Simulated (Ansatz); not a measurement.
# CHBClI (SMILES ClB=CI): one structure at several levels

One table from this session's results is given with a row withheld; the runs are named, their logs left out.

Method: single points in def2-TZVPP; program: Ansatz 0.2.0, Gaussian basis.

Cores are frozen in the correlated methods. Filled d shells of the heavier atoms are correlated. Core potentials replace the inner electrons past krypton, and spin-orbit coupling is left out.

## The starting structure

SMILES `ClB=CI`, 5 atoms, charge 0, spin multiplicity 1.

Atoms are counted from 1 here; the program's logs count them from 0.

Bond lengths: Cl1–B2 1.648 Å, B2–C3 1.440 Å, C3–I4 2.074 Å, C3–H5 1.012 Å. Angles: Cl1–B2–C3 172.4°, B2–C3–I4 118.2°, B2–C3–H5 124.5°, I4–C3–H5 116.7°.

Geometry (Å):

```xyz
5
CHBClI
Cl   -0.9507   -1.3210    1.8960
B    -0.4823   -0.5026    0.5450
C     0.1048    0.1697   -0.5852
I     1.4284    1.7240   -0.2199
H    -0.1760    0.0274   -1.5471
```

The first run:

run/in.yaml

```yaml
crystal:
  periodic: [false, false, false]
  atoms:
    - {symbol: Cl, position_ang: [-0.950700, -1.321000, 1.896000]}
    - {symbol: B, position_ang: [-0.482300, -0.502600, 0.545000]}
    - {symbol: C, position_ang: [0.104800, 0.169700, -0.585200]}
    - {symbol: I, position_ang: [1.428400, 1.724000, -0.219900]}
    - {symbol: H, position_ang: [-0.176000, 0.027400, -1.547100]}
basis:
  gaussian: {orbitals: def2-TZVPP}
correlation: {method: ccsd_t}
output: {forces: true}
```

No record of the launch command was kept for these runs.

Among the steps run: CCSD(T)/def2-TZVPP; PBE0-D4/def2-TZVPP; wB97M-V/def2-TZVPP; r2SCAN-D4/def2-TZVPP; PBE-D4/def2-TZVPP; wB97X-V/def2-TZVPP; CAM-B3LYP-D4/def2-TZVPP.

One table of the session follows, with a row left open; its other results are not shown here.

| method | RMS force component (eV/Å) | angle to CCSD(T) forces (°) | dipole (D) |
| --- | --- | --- | --- |
| CCSD(T) | 1.592 | reference | 2.05 |
| PBE0-D4 | 1.692 | 5.1 | 2.10 |
| wB97M-V | ? | ? | ? |
| r2SCAN-D4 | 1.649 | 4.7 | 2.08 |
| PBE-D4 | 1.648 | 3.6 | 1.94 |
| wB97X-V | 1.751 | 3.9 | 2.25 |
| CAM-B3LYP-D4 | 1.769 | 7.0 | 2.17 |

**Question.** Estimate the row for wB97M-V.

As computed: RMS force component (eV/Å): 1.744; angle to CCSD(T) forces (°): 5.1; dipole (D): 2.25. In the column «RMS force component (eV/Å)» it lies between PBE0-D4 (1.692) and wB97X-V (1.751).
